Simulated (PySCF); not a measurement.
# C2H5NO2Si2: the cost of one run

Computed with PySCF 2.14.0, with density-fitted response routines of our own, on a single molecule in the gas phase. Atoms count from 0, in the outputs and in this text.

## 1. The starting structure

12 atoms, charge 0, multiplicity 1; geometry from: PBE0-D3(BJ)/def2-SVP.

Bonds of the start (Å): N0–C1 1.16, C1–Si2 1.86, Si2–C3 1.91, C3–O4 1.42, O4–Si5 1.67, Si5–O6 1.68, O6–Si2 1.66, Si2–H7 1.48, C3–H8 1.10, C3–H9 1.10, Si5–H10 1.48, Si5–H11 1.48.

## 2. Nuclear shieldings: PBE0/6-31G*

Job settings and geometry (Å):

```
{"job": {"kind": "nmr", "xc": "PBE0", "basis": "6-31G*", "pop": true}, "charge": 0, "multiplicity": 1}
N     -3.147965     0.071312     1.140238
C     -2.123802     0.323925     0.657969
Si    -0.506970     0.703733    -0.177821
C     -0.043882    -0.675748    -1.420679
O      1.144781    -1.278092    -0.935177
Si     1.786620    -0.756360     0.519127
O      0.744514     0.505923     0.900668
H     -0.601476     2.090625    -0.693063
H      0.127487    -0.275194    -2.435135
H     -0.845606    -1.430000    -1.503180
H      3.172044    -0.253032     0.339740
H      1.725888    -1.816654     1.556776
```

With the program's defaults for keys left out, this is: GIAO PBE0/6-31G* NMR shielding, non-relativistic, gas phase.

Command:

```sh
$ OMP_NUM_THREADS=1 python probes_run.py task.json out
```

One launch serves the whole session: the jobs run in the order shown.

**Question.** How long does this first job take on 1 thread of Arm Neoverse V2, shared host, and how much memory does it need?

About 11 s, with a peak of 0.63 GiB.
